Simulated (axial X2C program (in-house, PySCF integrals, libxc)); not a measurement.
# KNa⁺: bond curves with and without spin–orbit coupling

What are the state, bond length, wavenumber and bond energy of KNa⁺, and what does spin–orbit coupling change?

Method: all-electron X2C, K dyall-cv3z, Na dyall-cv3z; program: an in-house X2C program for linear molecules on PySCF integrals.

All values are calculated.

## (1) Input

Input file task.json:

```json
{
 "zs": [
  19,
  11
 ],
 "q": 1,
 "bas": [
  "dyall-cv3z",
  "dyall-cv3z"
 ],
 "levels": [
  "PBE0",
  "HF",
  "B97-3"
 ],
 "cc": true,
 "r0": 3.51,
 "thr": -1.0,
 "nmax": 90,
 "npts": 10,
 "nst": 2,
 "ntry": 6
}
```

Keys: zs atomic numbers; q charge; bas basis sets; levels methods (HF also brings MP2); cc coupled cluster on or off; r0 starting distance in Å; thr threshold in hartree for freezing inner shells (an s shell follows its p shell); nmax most natural virtual spinors; npts points asked for on the curve; nst determinants followed; ntry starts of the search.

The run is started by

```
> python so2c.py task.json out
```

Spin-free means the one-electron spin-free X2C Hamiltonian; two-component (2c) means X2C with spin–orbit coupling and atomic mean-field two-electron Coulomb and Gaunt terms. Basis: K dyall-cv3z contracted to [11s12p6d3f], Na dyall-cv3z contracted to [9s8p5d2f]; Gaussian nuclei, density fitting. Masses: K 38.964 u, Na 22.990 u.

Notation: σ, π±, δ± give the projection m of an orbital's angular momentum (0, ±1, ±2), α and β its spin, Λ and M_S the sums; ω is the projection of a spinor's total angular momentum and Ω the sum. Logs are in hartree.

The results follow Hamiltonian by Hamiltonian and level by level.

## (2) State search with PBE0

PBE0 moves the distance from 3.510 Å to 4.110 Å and compares determinants there.

Spin-free determinants:

```json
{"ΔE (eV)": "0.00", "state": "M_S = 1/2, Λ = 0", "open shells": "beyond closed shells: σα"}
{"ΔE (eV)": "2.52", "state": "M_S = 1/2, Λ = 1", "open shells": "beyond closed shells: π+α"}
{"ΔE (eV)": "4.76", "state": "M_S = 1/2, Λ = 2", "open shells": "beyond closed shells: δ+α"}
```

Two-component determinants:

| ΔE (eV) | state | open shells |
| --- | --- | --- |
| 0.00 | Ω = 1/2 | excess of +ω over −ω: ω = 1/2 |
| 2.52 | Ω = 3/2 | excess of +ω over −ω: ω = 3/2 |
| 4.76 | Ω = 5/2 | excess of +ω over −ω: ω = 5/2 |

## (3) PBE0, spin-free

State followed: M_S = 1/2, Λ = 0 (beyond closed shells: σα). The scan is laid around 4.110 Å, a first estimate of the minimum, and this SCF restarts from the orbitals of the search.

Output at 4.110 Å:

```text
spin-free X2C-1e  PBE0
basis functions 170  fitting functions 690  grid points 5092
iter        total energy     max residual
   1       -764.322970350     4.34e-05
   2       -764.322970358     1.34e-05
converged
one-electron -1104.30595365  Coulomb 360.80407833  exact exchange -11.70011823  xc functional -36.03047489  nuclear repulsion 26.90949807
```

Along the bond, energies from the lowest point:

```
R (Å)  E (eV)  μ (D)  HOMO (eV)  LUMO (eV)  iterations
3.576  0.0738  -0.17      -7.95      -5.55           8
3.740  0.0318  -0.18      -7.84      -5.45           7
3.863  0.0130  -0.21      -7.76      -5.37           7
3.987  0.0029  -0.25      -7.68      -5.30           7
4.110  0.0000  -0.29      -7.60      -5.23           2
4.254  0.0040  -0.36      -7.50      -5.15           7
4.398  0.0143  -0.45      -7.41      -5.08           7
4.583  0.0342  -0.57      -7.29      -4.99           7
4.809  0.0658  -0.76      -7.16      -4.96           7
5.138  0.1187  -1.08      -6.97      -5.02           7
```

Dipoles are positive if Na is the positive end and refer to the centre of mass.

Outer orbitals at the reference distance:

```csv
symmetry,occupied,ε (eV),atomic character
π-α,yes,-25.43,100% K p
π+α,yes,-25.43,100% K p
σα,yes,-25.40,100% K p
π+β,yes,-25.40,100% K p
π-β,yes,-25.40,100% K p
σβ,yes,-25.35,100% K p
σα,yes,-7.60,"50% Na s, 24% K s, 12% K p"
σβ,no,-5.23,"45% K s, 40% Na s, 6% Na p"
σα,no,-4.82,"48% K s, 21% Na s, 17% Na p"
σβ,no,-4.14,"34% K s, 32% Na s, 20% K p"
π-α,no,-3.94,"50% Na p, 36% K p, 10% K d"
```

PBE0 fields in the half plane through the axis: z from -2.4 to 6.3 Å across, distance from the axis 0.15 to 2.25 Å upwards; K lies at z = 0 and Na at z = 4.110 Å; the ELF is damped to zero where the density is low.

log10 density (e/bohr³). Ten even steps from ' ' (-5.07 ) to '@' (1.35 ):
```
        ......::::::::::::::::::::------::::::::::::......  
    ......::::::::::::::::--------------------::::::::......
    ....::::------------------------------------::::::::....
  ....::----==========------------------------------::::....
....::----==++++++++++====----==================----::::::..
....::--==++**********++================++++**++==----::::..
..::----++****######**++++============++**####**++==--::::::
..::--==++**####@@####**++============++##%%%%##**==----::::
```

ELF. Ten even steps from '0' (0.00 ) to '9' (0.99 ):
```
000000000001357888888753100000
000000000000379999999865310000
000000000000169999997532221000
000001233210049999972000011100
000013577641028999710000000100
000036888874117999301453100010
000147873787116998116887400010
000258818187216997028728610010
```

Re = 4.104 Å, ωe = 85.8 cm⁻¹, ωexe = 0.419 cm⁻¹, Be = 0.06921 cm⁻¹, De = 0.593 eV, μ = -0.29 D.

## (4) HF, spin-free

The SCF at the reference distance of 4.110 Å:

```text
spin-free X2C-1e  HF
basis functions 170  fitting functions 690  grid points 5092
iter        total energy     max residual
   1       -763.392850154     1.72e-01
   2       -763.402818818     5.47e-03
   3       -763.403073455     2.62e-03
   4       -763.403103371     8.53e-04
   5       -763.403106715     1.63e-04
   6       -763.403106956     5.22e-05
   7       -763.403106992     2.14e-05
   8       -763.403106996     5.52e-06
   9       -763.403106996     1.49e-06
converged
one-electron -1104.19571652  Coulomb 360.73113715  exact exchange -46.84802569  xc functional 0.00000000  nuclear repulsion 26.90949807
```

Re = 4.263 Å, ωe = 85.3 cm⁻¹, ωexe = 0.331 cm⁻¹, Be = 0.06416 cm⁻¹, De = 0.508 eV, μ = -0.62 D.

## (5) B97-3, spin-free

The SCF at the reference distance of 4.110 Å:

```text
spin-free X2C-1e  B97-3
basis functions 170  fitting functions 690  grid points 5092
iter        total energy     max residual
   1       -764.495809792     1.56e-02
   2       -764.496400259     1.26e-03
   3       -764.496427984     7.60e-04
   4       -764.496431216     3.83e-04
   5       -764.496431778     3.85e-05
   6       -764.496431790     8.12e-06
   7       -764.496431793     7.95e-06
converged
one-electron -1104.32386963  Coulomb 360.82862963  exact exchange -12.60482829  xc functional -35.30586157  nuclear repulsion 26.90949807
```

Re = 4.190 Å, ωe = 78.4 cm⁻¹, ωexe = 0.337 cm⁻¹, Be = 0.0664 cm⁻¹, De = 0.464 eV, μ = -0.81 D.

## (6) Correlated methods, spin-free

Correlated methods: 9 electrons correlated (frozen shells, counted by type: K 2 s, 1 p; Na 2 s, 1 p), 261 virtual spinors in MP2, 75 natural virtuals in coupled cluster.

Output of the correlated part at 4.110 Å:

```text
correlated 9  virtual 261  natural virtual 75  E(MP2) -0.227345914  MP2 remainder -0.002103082
iter   CCSD correlation   residual
   1     -0.241043280   5.26e-02
   2     -0.244747354   1.33e-02
   3     -0.244783447   2.35e-03
   4     -0.244778561   5.72e-04
   5     -0.244777261   1.87e-04
   6     -0.244777411   4.71e-05
   7     -0.244777609   7.44e-06
   8     -0.244777578   1.33e-06
   9     -0.244777579   3.99e-07
(T) -0.006912102  T1 0.0059  D1 0.0165  max T2 0.044
```

T1 in the output is the amplitude norm over the root of the electron number; divide by √2 for the Lee–Taylor value.

MP2: Re = 4.135 Å, ωe = 90.6 cm⁻¹, Be = 0.0682 cm⁻¹, De = 0.602 eV.

CCSD: Re = 4.136 Å, ωe = 90.7 cm⁻¹, ωexe = 0.307 cm⁻¹, Be = 0.06817 cm⁻¹, De = 0.596 eV. T1 at Re = 0.004 (Lee–Taylor, the printed value over √2).

CCSD(T): Re = 4.127 Å, ωe = 91.0 cm⁻¹, ωexe = 0.307 cm⁻¹, Be = 0.06844 cm⁻¹, De = 0.606 eV. T1 at Re = 0.004 (Lee–Taylor, the printed value over √2).

## (7) The spin-free curves together

Energy (eV) of the followed determinant, spin-free, from each level's lowest point:

```
R (Å)   PBE0     HF    MP2   CCSD  CCSD(T)  B97-3
3.576  0.074  0.131  0.091    n/a      n/a  0.082
3.740  0.032  0.069  0.041  0.042    0.040  0.040
3.863  0.013  0.038  0.018  0.018    0.017  0.020
3.987  0.003  0.017  0.005  0.005    0.005  0.007
4.110  0.000  0.005  0.000  0.000    0.000  0.001
4.254  0.004  0.000  0.003  0.003    0.003  0.000
4.398  0.014  0.003  0.013  0.013    0.014  0.006
4.583  0.034  0.017  0.035  0.035    0.036  0.020
4.809  0.066  0.044  0.071    n/a      n/a  0.046
5.138  0.119  0.095  0.134    n/a      n/a  0.091
```

## (8) PBE0, 2c

State followed: Ω = 1/2 (excess of +ω over −ω: ω = 1/2). The scan is laid around 4.110 Å, a first estimate of the minimum, and this SCF restarts from the orbitals of the search.

Output at 4.110 Å:

```text
two-component X2C + atomic mean field  PBE0
basis functions 170  fitting functions 690  grid points 5092
iter        total energy     max residual
   1       -764.195809911     5.62e-05
   2       -764.195809915     2.66e-05
   3       -764.195809918     2.67e-06
converged
one-electron -1103.97179411  Coulomb 360.71500492  exact exchange -11.69751931  xc functional -36.02236518  nuclear repulsion 26.90949807  atomic mean-field constant -0.12863432
```

Along the bond, energies from the lowest point:

```
R (Å)  E (eV)  μ (D)  HOMO (eV)  LUMO (eV)  iterations
3.576  0.0738  -0.17      -7.95      -5.55           8
3.740  0.0319  -0.18      -7.84      -5.45           7
3.863  0.0130  -0.21      -7.76      -5.37           7
3.987  0.0029  -0.25      -7.68      -5.30           7
4.110  0.0000  -0.29      -7.60      -5.23           3
4.254  0.0040  -0.36      -7.50      -5.15           7
4.398  0.0143  -0.45      -7.41      -5.08           7
4.583  0.0342  -0.57      -7.29      -5.00           7
4.809  0.0657  -0.76      -7.16      -4.96           7
5.138  0.1186  -1.08      -6.97      -5.02           7
```

Dipoles are positive if Na is the positive end and refer to the centre of mass.

Outer spinors at the reference distance:

```tsv
ω	occupied	ε (eV)	atomic character	λ mixture
-1/2	yes	-25.58	100% K p	78% π, 22% σ
1/2	yes	-25.57	100% K p	66% π, 34% σ
3/2	yes	-25.34	100% K p	100% π
1/2	yes	-25.31	100% K p	66% σ, 34% π
-3/2	yes	-25.31	100% K p	100% π
-1/2	yes	-25.28	100% K p	78% σ, 22% π
1/2	yes	-7.60	50% Na s, 24% K s, 12% K p	100% σ
-1/2	no	-5.23	45% K s, 40% Na s, 6% Na p	100% σ
1/2	no	-4.82	48% K s, 21% Na s, 17% Na p	100% σ
-1/2	no	-4.14	34% K s, 32% Na s, 20% K p	100% σ
-1/2	no	-3.94	50% Na p, 37% K p, 10% K d	100% π
```

PBE0 fields in the half plane through the axis: z from -2.4 to 6.3 Å across, distance from the axis 0.15 to 2.25 Å upwards; K lies at z = 0 and Na at z = 4.110 Å; the ELF is damped to zero where the density is low.

log10 density (e/bohr³). Ten even steps from '0' (-5.07 ) to '9' (1.35 ):
```
000011122222222223332222221110
001112222222233333333332222111
001122333333333333333333222211
011233444443333333333333332211
112334555554433444444444332221
112345666665444444445565433221
123356677765544444456776543222
123456779776544444457887643322
```

ELF. Ten even steps from '0' (0.00 ) to '9' (0.99 ):
```
000000000001357888888753100000
000000000000379999999865310000
000000000000169999997532221000
000001233210049999972000011100
000013577641028999710000000100
000036888874117999301453100010
000147873787116998116887400010
000258818187216997028728610010
```

Re = 4.104 Å, ωe = 85.8 cm⁻¹, ωexe = 0.419 cm⁻¹, Be = 0.06921 cm⁻¹, De = 0.593 eV, μ = -0.29 D.

## (9) HF, 2c

The SCF at the reference distance of 4.110 Å:

```text
two-component X2C + atomic mean field  HF
basis functions 170  fitting functions 690  grid points 5092
iter        total energy     max residual
   1       -763.266002676     1.72e-01
   2       -763.275967443     5.46e-03
   3       -763.276222069     2.62e-03
   4       -763.276251978     8.53e-04
   5       -763.276255318     1.61e-04
   6       -763.276255559     5.22e-05
   7       -763.276255594     2.14e-05
   8       -763.276255599     5.52e-06
   9       -763.276255599     1.47e-06
converged
one-electron -1103.86162111  Coulomb 360.64213620  exact exchange -46.83763445  xc functional 0.00000000  nuclear repulsion 26.90949807  atomic mean-field constant -0.12863432
```

Re = 4.263 Å, ωe = 85.3 cm⁻¹, ωexe = 0.331 cm⁻¹, Be = 0.06416 cm⁻¹, De = 0.508 eV, μ = -0.62 D.

## (10) B97-3, 2c

The SCF at the reference distance of 4.110 Å:

```text
two-component X2C + atomic mean field  B97-3
basis functions 170  fitting functions 690  grid points 5092
iter        total energy     max residual
   1       -764.368681001     1.56e-02
   2       -764.369270838     1.26e-03
   3       -764.369298499     7.56e-04
   4       -764.369301730     3.82e-04
   5       -764.369302291     3.69e-05
   6       -764.369302304     8.13e-06
   7       -764.369302307     7.77e-06
converged
one-electron -1103.98970605  Coulomb 360.73954876  exact exchange -12.60202693  xc functional -35.29798184  nuclear repulsion 26.90949807  atomic mean-field constant -0.12863432
```

Re = 4.190 Å, ωe = 78.4 cm⁻¹, ωexe = 0.337 cm⁻¹, Be = 0.0664 cm⁻¹, De = 0.464 eV, μ = -0.81 D.

## (11) Correlated methods, 2c

Correlated methods: 9 electrons correlated (frozen shells, counted by type: K 2 s, 1 p; Na 2 s, 1 p), 261 virtual spinors in MP2, 75 natural virtuals in coupled cluster.

Output of the correlated part at 4.110 Å:

```text
correlated 9  virtual 261  natural virtual 75  E(MP2) -0.227413674  MP2 remainder -0.002103599
iter   CCSD correlation   residual
   1     -0.241112181   5.26e-02
   2     -0.244818982   1.33e-02
   3     -0.244855137   2.35e-03
   4     -0.244850234   5.72e-04
   5     -0.244848934   1.87e-04
   6     -0.244849083   4.73e-05
   7     -0.244849281   7.47e-06
   8     -0.244849251   1.34e-06
   9     -0.244849251   4.01e-07
(T) -0.006920042  T1 0.0059  D1 0.0166  max T2 0.044
```

MP2: Re = 4.135 Å, ωe = 90.6 cm⁻¹, Be = 0.0682 cm⁻¹, De = 0.602 eV.

CCSD: Re = 4.136 Å, ωe = 90.7 cm⁻¹, ωexe = 0.307 cm⁻¹, Be = 0.06816 cm⁻¹, De = 0.596 eV. T1 at Re = 0.004 (Lee–Taylor, the printed value over √2).

CCSD(T): Re = 4.128 Å, ωe = 91.0 cm⁻¹, ωexe = 0.307 cm⁻¹, Be = 0.06843 cm⁻¹, De = 0.606 eV. T1 at Re = 0.004 (Lee–Taylor, the printed value over √2).

## (12) The 2c curves together

Energy (eV) of the followed determinant, 2c, from each level's lowest point:

```
R (Å)   PBE0     HF    MP2   CCSD  CCSD(T)  B97-3
3.576  0.074  0.131  0.091    n/a      n/a  0.082
3.740  0.032  0.070  0.042  0.042    0.040  0.040
3.863  0.013  0.038  0.018  0.019    0.018  0.020
3.987  0.003  0.017  0.005  0.005    0.005  0.007
4.110  0.000  0.005  0.000  0.000    0.000  0.001
4.254  0.004  0.000  0.003  0.003    0.003  0.000
4.398  0.014  0.003  0.013  0.013    0.014  0.006
4.583  0.034  0.017  0.035  0.035    0.036  0.020
4.809  0.066  0.044  0.071    n/a      n/a  0.046
5.138  0.119  0.095  0.134    n/a      n/a  0.091
```

The whole job took 55 s on 1 thread of Arm Neoverse V1, shared host; peak memory 0.45 GiB.

## (13) Constants

Lowest determinant that the search found at its distance, spin-free: M_S = 1/2, Λ = 0 (beyond closed shells: σα).

Lowest determinant that the search found at its distance, 2c: Ω = 1/2 (excess of +ω over −ω: ω = 1/2).

```csv
Hamiltonian,level,Re (Å),ωe (cm⁻¹),De (eV),μ (D)
spin-free,PBE0,4.104,85.8,0.593,-0.29
spin-free,HF,4.263,85.3,0.508,-0.62
spin-free,MP2,4.135,90.6,0.602,n/a
spin-free,CCSD,4.136,90.7,0.596,n/a
spin-free,CCSD(T),4.127,91.0,0.606,n/a
spin-free,B97-3,4.190,78.4,0.464,-0.81
2c,PBE0,4.104,85.8,0.593,-0.29
2c,HF,4.263,85.3,0.508,-0.62
2c,MP2,4.135,90.6,0.602,n/a
2c,CCSD,4.136,90.7,0.596,n/a
2c,CCSD(T),4.128,91.0,0.606,n/a
2c,B97-3,4.190,78.4,0.464,-0.81
```

Dipoles are positive if Na is the positive end and refer to the centre of mass.

Time per point (s) on 1 thread of Arm Neoverse V1, shared host (2c runs; CCSD comes with the CCSD(T) run); the times are rough: PBE0 0.32, HF 0.22, MP2 0.36, CCSD(T) 1.6, B97-3 0.37.

In words: At CCSD(T), going from spin-free to two-component changes Re by 0 mÅ, ωe by 0.0 %; the spin-free picture holds up (part of it comes from the scalar share of the two-electron terms). De moves by 0.00 eV; both De rest on single-determinant atoms, which can miss part of an open shell's spin–orbit lowering.

De refers to K+ + Na, each in the lowest determinant found, which need not be this curve's own limit. The state is a single determinant with fixed occupations, the lowest that a limited PBE0 search found. De is counted from the lowest determinant-based energies of the atoms at the same level, without counterpoise correction. Density functionals use the spin component along the axis (collinear). CCSD and (T) use frozen natural virtuals with an MP2 correction for the truncation.
